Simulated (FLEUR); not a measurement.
Ga:

```
Ga
1.0
     1.45000   -4.06500    0.00000
     1.45000    4.06500    0.00000
     0.00000    0.00000    3.17000
Ga
2
Direct
  0.13300 0.86700 0.75000
  0.86700 0.13300 0.25000
```

This isn't the form of Ga at room conditions, which is orthorhombic.

* Program: FLEUR MaX-R8.1 (later development tree)
* Task: single point
* Functional: PBEsol
* Potentials or basis: all-electron
* Basis: FLAPW
* Kmax: 4.3 1/bohr
* k mesh: 10 × 10 × 8
* Occupations: fermi-dirac, width 0.05 eV
* Spin: no spin polarisation
* Gmax: 13.3 1/bohr
* Muffin-tin radii: Ga 2.28 bohr
* lmax: Ga 9
* lnonsphr: Ga 9
* Local orbitals a species: Ga 6
* Max iterations: 60
* Mixing factor: 0.05
* Mixer: Anderson
* Mixer history: 15

On this cell: largest force 0.211 eV/Å; band gap on the k mesh none (metal or under the smearing width).

The same run follows on a disturbed copy (atoms moved at random, drawn with an rms of 0.05 Å):

```xyz
2
Lattice="1.4500 -4.0650 0.0000 1.4500 4.0650 0.0000 0.0000 0.0000 3.1700" Properties=species:S:1:pos:R:3 pbc="T T T"
Ga    1.4881    3.0120    2.3844
Ga    1.4634   -2.9140    0.8305
```

What does the disturbed cell give?

The energy (extrapolated to zero smearing) moves by -1.9 meV/atom; largest force 0.058 eV/Å; band gap on the k mesh none (metal or under the smearing width).

Forces on the atoms (eV/Å):
```
Ga  -0.009 -0.026  0.051
Ga   0.009  0.026 -0.051
```
